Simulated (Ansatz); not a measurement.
Sc3Te:

```
Sc Te
1.0
     0.00000    3.56950    3.56950
     3.56950    0.00000    3.56950
     3.56950    3.56950    0.00000
Sc Te
3 1
Cartesian
  1.7848 1.7848 1.7848
  5.3543 5.3543 5.3543
  3.5695 3.5695 3.5695
  0.0000 0.0000 0.0000
```

The cell was built by a generator and needn't be a form met in nature.

```yaml
Program: Ansatz 0.2.0
Task: relaxation of cell and atoms
Functional: PBE
Dispersion: D3(BJ)
Potentials_or_basis: Ansatz PAW
Cutoff: "420 eV (not typed: the program's choice for these potentials)"
k_mesh: 5 × 5 × 5
Occupations: fermi-dirac, width 0.05 eV
Spin: no spin polarisation
```

At the start: volume 22.74 Å³/atom.

Where does the relaxation end?

It ends after 5 steps and the volume is 21.37 Å³/atom (-6.0 %); space group Fm-3m (No. 225, to 0.05 Å).

Step by step:
| step | energy change (eV) | largest force (eV/Å) | volume (Å³) |
| --- | --- | --- | --- |
| 1 | 0.0000 | 0.0000 | 90.96 |
| 2 | -0.0559 | 0.0000 | 83.48 |
| 3 | -0.0648 | 0.0000 | 85.56 |
| 4 | -0.0648 | 0.0000 | 85.49 |
| 5 | -0.0638 | 0.0000 | 85.49 |

Final structure:
```cif
data_structure
_symmetry_space_group_name_H-M 'P 1'
_symmetry_Int_Tables_number 1
_cell_length_a 4.9448
_cell_length_b 4.9448
_cell_length_c 4.9448
_cell_angle_alpha 60.000
_cell_angle_beta 60.000
_cell_angle_gamma 60.000
_cell_volume 85.49
loop_
_atom_site_label
_atom_site_type_symbol
_atom_site_fract_x
_atom_site_fract_y
_atom_site_fract_z
_atom_site_occupancy
Sc1 Sc 0.25000 0.25000 0.25000 1
Sc2 Sc 0.75000 0.75000 0.75000 1
Sc3 Sc 0.50000 0.50000 0.50000 1
Te1 Te 0.00000 0.00000 0.00000 1
```

Caveat: the plane-wave basis is chosen anew once the cell has moved, so the energies of steps on either side of that aren't comparable; pairwise dispersion overbinds metals, which lowers pressure and volume.
